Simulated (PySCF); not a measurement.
# A gas-phase reaction: GeH4 + Cl2 → ClGeH3 + ClH

Wanted: the reaction energy for `[GeH4]` + `ClCl` → `[Cl][GeH3]` + `Cl`.

Computed with PySCF 2.14.0; each step states its level. No surroundings beyond the atoms listed, unless a continuum is named. Atoms count from 0, parts from 1.

## 1. Starting point

Each species was relaxed by itself at PBE0-D3(BJ)/def2-SVPD.

## 2. Reaction energy: wB97M-D3(BJ)/def2-TZVPD

Job settings and geometry (Å):

```
{"job": {"kind": "react", "xc": "wB97M-D3(BJ)", "basis": "def2-TZVPD"}, "charge": 0, "multiplicity": 1}
-1 GeH4 charge 0 multiplicity 1
Ge     0.056170     0.064170     0.055300
H     -0.975480    -0.567250    -0.890410
H      0.142160     1.573100    -0.215060
H      1.430200    -0.577790    -0.184080
H     -0.372210    -0.171380     1.510770

-1 Cl2 charge 0 multiplicity 1
Cl     1.014640     0.010380    -0.003490
Cl    -1.014710    -0.007980     0.004200

+1 ClGeH3 charge 0 multiplicity 1
Cl     2.058940     0.054120     0.070560
Ge    -0.116600    -0.017240    -0.028380
H     -0.583770     1.396730    -0.385600
H     -0.471640    -1.036070    -1.115210
H     -0.602270    -0.455080     1.356400

+1 ClH charge 0 multiplicity 1
Cl     0.644670     0.008200    -0.002790
H     -0.643440    -0.007030     0.003580
```

Level: wB97M-D3(BJ)/def2-TZVPD reaction energy of separated species, gas phase.

The run is started by

```
$ OMP_NUM_THREADS=1 python cluster_run.py task.json out
```

The driver reads the jobs from task.json and runs them one after another.

What it wrote:

```text
species 1 (GeH4)
coarse grid: 17304 points
cycle   1  E = -2079.3778279941  dE = -8.510e-01  |g| = 5.595e-01  |ddm| = 1.776e+00
cycle   2  E = -2079.3805406956  dE = -2.713e-03  |g| = 5.696e-01  |ddm| = 5.997e-01
cycle   3  E = -2079.4012842759  dE = -2.074e-02  |g| = 9.828e-03  |ddm| = 2.783e-01
cycle   4  E = -2079.4013463258  dE = -6.205e-05  |g| = 3.861e-03  |ddm| = 1.993e-02
cycle   5  E = -2079.4013502968  dE = -3.971e-06  |g| = 5.221e-04  |ddm| = 7.110e-03
final grid: 34528 points
cycle   6  E = -2079.4012819505  dE = -9.056e-08  |g| = 3.820e-04  |ddm| = 8.433e-04
cycle   7  E = -2079.4012819593  dE = -8.829e-09  |g| = 3.951e-04  |ddm| = 4.640e-04
cycle   8  E = -2079.4012819696  dE = -1.024e-08  |g| = 2.169e-05  |ddm| = 1.833e-04
cycle   9  E = -2079.4012819701  dE = -5.552e-10  |g| = 3.226e-06  |ddm| = 4.377e-05
converged SCF energy = -2079.4012819701

species 2 (Cl2)
coarse grid: 12632 points
cycle   1  E = -920.4762353381  dE =  6.388e-02  |g| = 2.472e-01  |ddm| = 1.180e+00
cycle   2  E = -920.4854152941  dE = -9.180e-03  |g| = 1.551e-01  |ddm| = 2.411e-01
cycle   3  E = -920.4902179649  dE = -4.803e-03  |g| = 1.247e-02  |ddm| = 9.692e-02
cycle   4  E = -920.4902873819  dE = -6.942e-05  |g| = 2.486e-03  |ddm| = 1.204e-02
cycle   5  E = -920.4902917376  dE = -4.356e-06  |g| = 2.986e-04  |ddm| = 3.875e-03
final grid: 23496 points
cycle   6  E = -920.4902477001  dE = -4.828e-08  |g| = 9.191e-05  |ddm| = 4.977e-04
cycle   7  E = -920.4902477036  dE = -3.536e-09  |g| = 4.803e-05  |ddm| = 1.125e-04
cycle   8  E = -920.4902477043  dE = -6.233e-10  |g| = 1.456e-05  |ddm| = 4.222e-05
converged SCF energy = -920.4902477043

species 3 (ClGeH3)
coarse grid: 21152 points
cycle   1  E = -2539.0620182818  dE = -6.849e-01  |g| = 6.547e-01  |ddm| = 1.710e+00
cycle   2  E = -2539.0737301588  dE = -1.171e-02  |g| = 6.914e-01  |ddm| = 7.878e-01
cycle   3  E = -2539.1157946084  dE = -4.206e-02  |g| = 2.611e-02  |ddm| = 3.698e-01
cycle   4  E = -2539.1160092671  dE = -2.147e-04  |g| = 1.159e-02  |ddm| = 3.767e-02
cycle   5  E = -2539.1160450500  dE = -3.578e-05  |g| = 2.737e-03  |ddm| = 1.293e-02
cycle   6  E = -2539.1160477735  dE = -2.723e-06  |g| = 4.252e-04  |ddm| = 5.065e-03
final grid: 40904 points
cycle   7  E = -2539.1159497316  dE = -1.421e-07  |g| = 1.810e-04  |ddm| = 1.253e-03
cycle   8  E = -2539.1159497511  dE = -1.952e-08  |g| = 9.290e-05  |ddm| = 3.463e-04
cycle   9  E = -2539.1159497543  dE = -3.150e-09  |g| = 3.611e-05  |ddm| = 1.275e-04
cycle  10  E = -2539.1159497553  dE = -9.959e-10  |g| = 5.896e-06  |ddm| = 9.384e-05
converged SCF energy = -2539.1159497553

species 4 (ClH)
coarse grid: 8792 points
cycle   1  E = -460.8503333205  dE = -8.165e-02  |g| = 2.169e-01  |ddm| = 7.239e-01
cycle   2  E = -460.8625128095  dE = -1.218e-02  |g| = 1.397e-01  |ddm| = 2.651e-01
cycle   3  E = -460.8670521841  dE = -4.539e-03  |g| = 1.358e-02  |ddm| = 9.818e-02
cycle   4  E = -460.8670932671  dE = -4.108e-05  |g| = 3.364e-03  |ddm| = 9.545e-03
cycle   5  E = -460.8670995155  dE = -6.248e-06  |g| = 8.516e-04  |ddm| = 3.915e-03
final grid: 17120 points
cycle   6  E = -460.8670682366  dE = -3.715e-07  |g| = 3.676e-04  |ddm| = 8.891e-04
cycle   7  E = -460.8670682829  dE = -4.627e-08  |g| = 1.618e-04  |ddm| = 3.981e-04
cycle   8  E = -460.8670682895  dE = -6.571e-09  |g| = 4.221e-05  |ddm| = 1.295e-04
cycle   9  E = -460.8670682908  dE = -1.314e-09  |g| = 3.973e-06  |ddm| = 6.531e-05
cycle  10  E = -460.8670682908  dE = -3.979e-12  |g| = 8.165e-07  |ddm| = 3.312e-06
converged SCF energy = -460.8670682908

Reaction energy = -57.589 kcal/mol
```

Run time: 14 s. Hardware: 1 thread of Arm Neoverse N1, shared host; peak memory 0.48 GiB.

Species by species (with the dispersion term, which the log's SCF energies lack):

```csv
ν,species,energy (Eh),HOMO (eV)
-1,[GeH4],-2079.40385,-11.98
-1,ClCl,-920.49147,-11.18
+1,[Cl][GeH3],-2539.11948,-11.11
+1,Cl,-460.86761,-11.93
```

## 3. Energies of the species: PBE0-D3(BJ)/def2-TZVPD

Same as in step 2 but for these lines:

```diff
@@ -1,2 +1,2 @@
-{"job": {"kind": "react", "xc": "wB97M-D3(BJ)", "basis": "def2-TZVPD"}, "charge": 0, "multiplicity": 1}
+{"job": {"kind": "react", "xc": "PBE0", "basis": "def2-TZVPD", "disp": "d3bj"}, "charge": 0, "multiplicity": 1}
 -1 GeH4 charge 0 multiplicity 1
```

Level: PBE0-D3(BJ)/def2-TZVPD reaction energy of separated species, gas phase.

What it wrote:

```text
species 1 (GeH4)
coarse grid: 17304 points
cycle   1  E = -2079.0959099488  dE = -7.911e-01  |g| = 5.999e-01  |ddm| = 1.756e+00
cycle   2  E = -2079.0884721961  dE =  7.438e-03  |g| = 6.795e-01  |ddm| = 6.426e-01
cycle   3  E = -2079.1188708714  dE = -3.040e-02  |g| = 1.023e-02  |ddm| = 3.531e-01
cycle   4  E = -2079.1188911281  dE = -2.026e-05  |g| = 4.743e-03  |ddm| = 1.539e-02
cycle   5  E = -2079.1188965098  dE = -5.382e-06  |g| = 1.616e-04  |ddm| = 4.897e-03
final grid: 34528 points
cycle   6  E = -2079.1188841874  dE = -8.573e-09  |g| = 1.110e-04  |ddm| = 1.009e-03
cycle   7  E = -2079.1188841873  dE =  3.411e-11  |g| = 1.499e-04  |ddm| = 1.742e-04
cycle   8  E = -2079.1188841894  dE = -2.023e-09  |g| = 9.275e-06  |ddm| = 8.015e-05
cycle   9  E = -2079.1188841894  dE = -2.865e-11  |g| = 4.264e-07  |ddm| = 1.290e-05
converged SCF energy = -2079.1188841894

species 2 (Cl2)
coarse grid: 3248 points
cycle   1  E = -920.0848704785  dE =  1.015e-01  |g| = 1.608e-01  |ddm| = 1.191e+00
cycle   2  E = -920.0872209453  dE = -2.350e-03  |g| = 8.739e-02  |ddm| = 1.235e-01
cycle   3  E = -920.0886038131  dE = -1.383e-03  |g| = 3.229e-02  |ddm| = 7.027e-02
cycle   4  E = -920.0888549425  dE = -2.511e-04  |g| = 5.428e-04  |ddm| = 2.039e-02
cycle   5  E = -920.0888550518  dE = -1.093e-07  |g| = 2.230e-04  |ddm| = 9.350e-04
final grid: 23496 points
cycle   6  E = -920.0901487877  dE = -8.697e-06  |g| = 2.709e-03  |ddm| = 7.421e-03
cycle   7  E = -920.0901492210  dE = -4.334e-07  |g| = 1.503e-03  |ddm| = 3.012e-03
cycle   8  E = -920.0901494601  dE = -2.391e-07  |g| = 1.102e-04  |ddm| = 1.207e-03
cycle   9  E = -920.0901494627  dE = -2.584e-09  |g| = 4.179e-05  |ddm| = 9.866e-05
cycle  10  E = -920.0901494631  dE = -3.913e-10  |g| = 3.006e-06  |ddm| = 2.417e-05
converged SCF energy = -920.0901494631

species 3 (ClGeH3)
coarse grid: 21152 points
cycle   1  E = -2538.5867414507  dE = -6.332e-01  |g| = 6.828e-01  |ddm| = 1.691e+00
cycle   2  E = -2538.5564750128  dE =  3.027e-02  |g| = 8.558e-01  |ddm| = 8.966e-01
cycle   3  E = -2538.6341361776  dE = -7.766e-02  |g| = 3.248e-02  |ddm| = 5.132e-01
cycle   4  E = -2538.6342809947  dE = -1.448e-04  |g| = 1.450e-02  |ddm| = 3.069e-02
cycle   5  E = -2538.6343378315  dE = -5.684e-05  |g| = 2.016e-03  |ddm| = 1.334e-02
cycle   6  E = -2538.6343389875  dE = -1.156e-06  |g| = 3.928e-04  |ddm| = 2.048e-03
final grid: 40904 points
cycle   7  E = -2538.6343317397  dE = -6.885e-09  |g| = 3.976e-04  |ddm| = 9.082e-04
cycle   8  E = -2538.6343317418  dE = -2.063e-09  |g| = 3.916e-04  |ddm| = 6.489e-04
cycle   9  E = -2538.6343317733  dE = -3.148e-08  |g| = 1.718e-05  |ddm| = 3.235e-04
cycle  10  E = -2538.6343317733  dE = -5.548e-11  |g| = 1.199e-06  |ddm| = 1.135e-05
converged SCF energy = -2538.6343317733

species 4 (ClH)
coarse grid: 2248 points
cycle   1  E = -460.6537840386  dE = -4.644e-02  |g| = 1.882e-01  |ddm| = 7.411e-01
cycle   2  E = -460.6558528152  dE = -2.069e-03  |g| = 1.902e-01  |ddm| = 3.151e-01
cycle   3  E = -460.6653814815  dE = -9.529e-03  |g| = 1.506e-02  |ddm| = 1.513e-01
cycle   4  E = -460.6654035385  dE = -2.206e-05  |g| = 2.693e-03  |ddm| = 7.323e-03
cycle   5  E = -460.6654050864  dE = -1.548e-06  |g| = 1.111e-03  |ddm| = 2.553e-03
final grid: 17120 points
cycle   6  E = -460.6658903477  dE = -4.429e-06  |g| = 2.164e-03  |ddm| = 7.337e-03
cycle   7  E = -460.6658903772  dE = -2.950e-08  |g| = 1.795e-03  |ddm| = 2.512e-03
cycle   8  E = -460.6658909949  dE = -6.177e-07  |g| = 1.533e-04  |ddm| = 1.363e-03
cycle   9  E = -460.6658910018  dE = -6.903e-09  |g| = 2.147e-05  |ddm| = 1.086e-04
cycle  10  E = -460.6658910019  dE = -9.976e-11  |g| = 4.934e-06  |ddm| = 1.681e-05
converged SCF energy = -460.6658910019

Reaction energy = -57.486 kcal/mol
```

Wall time 8 s (1 thread of Arm Neoverse N1, shared host); peak memory 0.46 GiB.

Reaction energy at this level: -57.49 kcal/mol.

## 4. Reaction energy: MP2/def2-TZVPD

Same as in step 3 but for these lines:

```diff
@@ -1,2 +1,2 @@
-{"job": {"kind": "react", "xc": "PBE0", "basis": "def2-TZVPD", "disp": "d3bj"}, "charge": 0, "multiplicity": 1}
+{"job": {"kind": "react", "xc": "MP2", "basis": "def2-TZVPD"}, "charge": 0, "multiplicity": 1}
 -1 GeH4 charge 0 multiplicity 1
```

With the program's defaults for keys left out, this is: MP2/def2-TZVPD reaction energy of separated species, gas phase.

What it wrote:

```text
species 1 (GeH4)
final grid: 34528 points
cycle   1  E = -2077.6580043006  dE = -9.282e-01  |g| = 3.264e-01  |ddm| = 1.760e+00
cycle   2  E = -2077.6747256358  dE = -1.672e-02  |g| = 2.265e-01  |ddm| = 2.927e-01
cycle   3  E = -2077.6784912055  dE = -3.766e-03  |g| = 2.575e-02  |ddm| = 1.360e-01
cycle   4  E = -2077.6788826874  dE = -3.915e-04  |g| = 4.611e-03  |ddm| = 5.008e-02
cycle   5  E = -2077.6788909113  dE = -8.224e-06  |g| = 7.067e-04  |ddm| = 1.114e-02
cycle   6  E = -2077.6788912018  dE = -2.905e-07  |g| = 8.615e-05  |ddm| = 2.559e-03
cycle   7  E = -2077.6788912085  dE = -6.668e-09  |g| = 7.866e-06  |ddm| = 2.699e-04
cycle   8  E = -2077.6788912085  dE = -4.729e-11  |g| = 6.622e-07  |ddm| = 4.074e-05
converged SCF energy = -2077.6788912085

species 2 (Cl2)
final grid: 23496 points
cycle   1  E = -918.9653262911  dE =  6.011e-02  |g| = 2.590e-01  |ddm| = 1.186e+00
cycle   2  E = -918.9802784377  dE = -1.495e-02  |g| = 1.127e-01  |ddm| = 2.120e-01
cycle   3  E = -918.9828569185  dE = -2.578e-03  |g| = 1.988e-02  |ddm| = 7.487e-02
cycle   4  E = -918.9830777712  dE = -2.209e-04  |g| = 4.253e-03  |ddm| = 2.065e-02
cycle   5  E = -918.9830898774  dE = -1.211e-05  |g| = 7.297e-04  |ddm| = 5.118e-03
cycle   6  E = -918.9830900949  dE = -2.175e-07  |g| = 1.518e-04  |ddm| = 6.808e-04
cycle   7  E = -918.9830901041  dE = -9.226e-09  |g| = 2.307e-05  |ddm| = 1.886e-04
cycle   8  E = -918.9830901044  dE = -2.592e-10  |g| = 2.990e-06  |ddm| = 4.639e-05
converged SCF energy = -918.9830901044

species 3 (ClGeH3)
final grid: 40904 points
cycle   1  E = -2536.6194805254  dE = -7.534e-01  |g| = 4.319e-01  |ddm| = 1.689e+00
cycle   2  E = -2536.6539217946  dE = -3.444e-02  |g| = 3.027e-01  |ddm| = 4.591e-01
cycle   3  E = -2536.6631409341  dE = -9.219e-03  |g| = 3.192e-02  |ddm| = 1.918e-01
cycle   4  E = -2536.6635952626  dE = -4.543e-04  |g| = 1.185e-02  |ddm| = 5.235e-02
cycle   5  E = -2536.6636437755  dE = -4.851e-05  |g| = 2.649e-03  |ddm| = 1.515e-02
cycle   6  E = -2536.6636471324  dE = -3.357e-06  |g| = 7.638e-04  |ddm| = 4.606e-03
cycle   7  E = -2536.6636476541  dE = -5.217e-07  |g| = 2.043e-04  |ddm| = 1.575e-03
cycle   8  E = -2536.6636476940  dE = -3.994e-08  |g| = 3.346e-05  |ddm| = 4.843e-04
cycle   9  E = -2536.6636476948  dE = -7.981e-10  |g| = 8.200e-06  |ddm| = 9.930e-05
converged SCF energy = -2536.6636476948

species 4 (ClH)
final grid: 17120 points
cycle   1  E = -460.0817351811  dE = -1.008e-01  |g| = 2.132e-01  |ddm| = 7.101e-01
cycle   2  E = -460.0969051979  dE = -1.517e-02  |g| = 8.401e-02  |ddm| = 2.053e-01
cycle   3  E = -460.0986385628  dE = -1.733e-03  |g| = 1.826e-02  |ddm| = 5.472e-02
cycle   4  E = -460.0988471285  dE = -2.086e-04  |g| = 6.315e-03  |ddm| = 1.638e-02
cycle   5  E = -460.0988771281  dE = -3.000e-05  |g| = 1.289e-03  |ddm| = 7.398e-03
cycle   6  E = -460.0988783442  dE = -1.216e-06  |g| = 2.807e-04  |ddm| = 1.659e-03
cycle   7  E = -460.0988783975  dE = -5.326e-08  |g| = 4.150e-05  |ddm| = 4.895e-04
cycle   8  E = -460.0988783982  dE = -7.307e-10  |g| = 7.806e-06  |ddm| = 6.177e-05
converged SCF energy = -460.0988783982

Reaction energy = -61.877 kcal/mol
```

It took 3.5 s on 1 thread of Arm Neoverse N1, shared host; peak memory 0.35 GiB.

Reaction energy at this level: -61.88 kcal/mol.

## 5. Comparing the runs

Energies in kcal/mol, with wall time:

```csv
run,reaction,time
wB97M-D3(BJ)/def2-TZVPD,-57.59,14 s
PBE0-D3(BJ)/def2-TZVPD,-57.49,8 s
MP2/def2-TZVPD,-61.88,3.5 s
```

## 6. Results

| quantity | value |
| --- | --- |
| reaction energy (wB97M-D3(BJ)/def2-TZVPD) | -57.59 kcal/mol |
| ΔH, ΔG at 298 K (xTB thermal terms) | -58.5, -59.3 kcal/mol |
| range of the reaction energy over the runs of this table | -61.88 to -57.49 kcal/mol |

The reaction is exothermic by 58.5 kcal/mol in the gas phase; dispersion gives -0.18, and xTB itself gave -44.69 for the electronic energy (xTB energies and thermal terms come from the earlier relaxation of each species, not shown). No barrier was sought. xTB and this level differ widely in the electronic energy, so what comes from xTB (the thermal terms above all) is less safe here. The reaction energy runs from -61.88 (MP2/def2-TZVPD) to -57.49 kcal/mol (PBE0-D3(BJ)/def2-TZVPD).
